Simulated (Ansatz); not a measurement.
# SrMg: optics and the fine band structure

What do the bands imply for light and for carriers? Levels are solved on a fine mesh after the ground state. Runs: cell and atoms relaxed (PAW); reference run (PAW and LAPW).

Method: DFT LDA, frozen-core PAW and all-electron LAPW, scalar-relativistic unless said, in Ansatz 0.2.0.

**1. The structure to begin with**

Symmetry: Pm-3m, No. 221, cubic system. Conventional cell: a = 3.900 Å, b = 3.900 Å, c = 3.900 Å, α = 90.00°, β = 90.00°, γ = 90.00°. Sr (site symmetry m-3m) has 8 Mg at 3.38 Å as nearest neighbours. Around Mg (site symmetry m-3m) lie 8 Sr at 3.38 Å.

As a file:

```
Sr Mg
1.0
     3.90000    0.00000    0.00000
     0.00000    3.90000    0.00000
     0.00000    0.00000    3.90000
Sr Mg
1 1
Direct
  0.50000 0.50000 0.50000
  0.00000 0.00000 0.00000
```

Cartesian axes are those of the input's lattice vectors. The structure goes back to a database entry.

**2. Cell and atoms relaxed, PAW**

Contents of input.yaml:

```yaml
crystal:
  lattice:
    - [3.9, 0.0, 0.0]
    - [0.0, 3.9, 0.0]
    - [0.0, 0.0, 3.9]
  atoms:
    - { symbol: Sr, position: [0.5, 0.5, 0.5] }
    - { symbol: Mg, position: [0.0, 0.0, 0.0] }
kpoints:
  mp_grid: { grid: [10, 10, 10] }
scf:
  occupations: { method: fermi_dirac, width: 0.1 }
hamiltonian:
  xc: lda
  pseudopotentials: { kind: paw }
relax:
  f_tol: 0.002
  max_steps: 80
  cell: {}
output:
  forces: true
  stress: true
  write_density: true
  write_potential: true
  elf: true
  volumetric_format: npy
```

Run with:

```bash
ansatz run input.yaml --threads 1 --pin off --max-ram 3072MiB --backend cpu --events-out ev --progress --plain --runs-dir out
```

**3. Reference run, fine mesh, PAW**

Contents of input.yaml:

```yaml
crystal:
  lattice:
    - [4.06209623268, 0.0, 0.0]
    - [0.0, 4.06209623268, 0.0]
    - [0.0, 0.0, 4.06209623268]
  atoms:
    - { symbol: Sr, position: [0.5, 0.5, 0.5] }
    - { symbol: Mg, position: [0.0, 0.0, 0.0] }
kpoints:
  mp_grid: { grid: [10, 10, 10] }
scf:
  occupations: { method: fermi_dirac, width: 0.1 }
hamiltonian:
  xc: lda
  pseudopotentials: { kind: paw }
output:
  forces: true
  stress: true
  eigenvalues: true
  eigenstates:
    nscf_kmesh: { grid: [16, 16, 16] }
    de_dk: true
    e_range: [-14, 14]
  optics:
    e_range: [0, 20]
    de: 0.2
    sigma: 0.15
    bands: { spectra_wanted_up_to: 20 }
    nscf_kmesh: { grid: [16, 16, 16] }
    drude_damping: 0.03
checkpoint:
  write: ck
  write_wavefunctions: false
```

**4. Reference run, fine mesh, LAPW**

Edit input.yaml of step 3 so:

```diff
@@ -14,3 +14,3 @@
   xc: lda
-  pseudopotentials: { kind: paw }
+  pseudopotentials: { kind: all_electron, lapw: { basis_error: 0.001 } }
 output:
```

(Steps that only read results are left out.)

Before running it: what results should come out? Wanted: states at the Fermi level; bare Sommerfeld coefficient; plasma energy; peak of the loss function along x.

As calculated:

```
                         quantity                      value
  states at the Fermi level (PAW)       0.79 per eV and atom
      bare Sommerfeld coefficient  1.86 mJ/(K² mol of atoms)
          plasma energy (x, y, z)           4.1, 4.1, 4.1 eV
peak of the loss function along x                     9.2 eV
```

It is a metal with 2 bands crossing the Fermi level, 0.79 states per eV and atom there and a mean speed of 0.46 × 10⁶ m/s. These are bare band values on this mesh, without coupling to phonons. The spectra hold no excitons and no local fields. Cautions: frozen-core PAW files fitted under PBE, their cores solved anew for the functional of the run; these sums move with the mesh, by several per cent and more for small sheets.
